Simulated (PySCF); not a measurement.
# F2Fe2H8N2 ([(NH3)FFe(mu-H)2Fe(NH3)F]2+): the cost of one run

Programs: PySCF 2.14.0, with routines of our own; each step states its level. All values are computed. Atoms count from 0.

## Step 1: The system as given

14 atoms, charge 2, high-spin multiplicity 11; geometry from: idealised, bond lengths from ionic radii.

The system (edge-sharing dimer): [(NH3)FFe(mu-H)2Fe(NH3)F]2+. The metals (Fe(III), Fe(III)) are 2.74 Å apart; the bridge angle is 100°; the spin sites are atom 0 (5 unpaired) and atom 1 (5 unpaired).

## Step 2: Magnetic exchange: PBE0/def2-SVP in water

Job settings and geometry (Å):

```
{"job": {"kind": "bs", "xc": "PBE0", "basis": "def2-SVP", "grid": 1, "solvent": "water"}, "charge": 2, "high_spin_multiplicity": 11, "spin_sites": [[[0], 5], [[1], 5]]}
Fe    -1.368300    -0.000000    -0.000000
Fe     1.368300    -0.000000    -0.000000
H     -0.000000     1.154200    -0.000000
H     -0.000000    -1.154200    -0.000000
N     -2.437800    -0.000000     1.594600
H     -2.137400     0.732100     2.238200
H     -3.421300     0.160500     1.377000
H     -2.368200    -0.892600     2.083300
F     -2.370900    -0.000000    -1.494900
N      2.437800    -0.000000    -1.594600
H      3.147200     0.732100    -1.560900
H      2.916400    -0.892600    -1.715700
H      1.863300     0.160500    -2.422000
F      2.370900    -0.000000     1.494900
```

Method: PBE0/def2-SVP high-spin and broken-symmetry single points, IEF-PCM water.

The run is started by

```sh
$ OMP_NUM_THREADS=1 python exch_run.py task.json out
```

One launch serves the whole session: the jobs run in the order shown.

**Question.** How long does this first job take on 1 thread of Arm Neoverse N1, shared host, and how much memory does it need?

About 1.9 min, with a peak of 0.68 GiB.
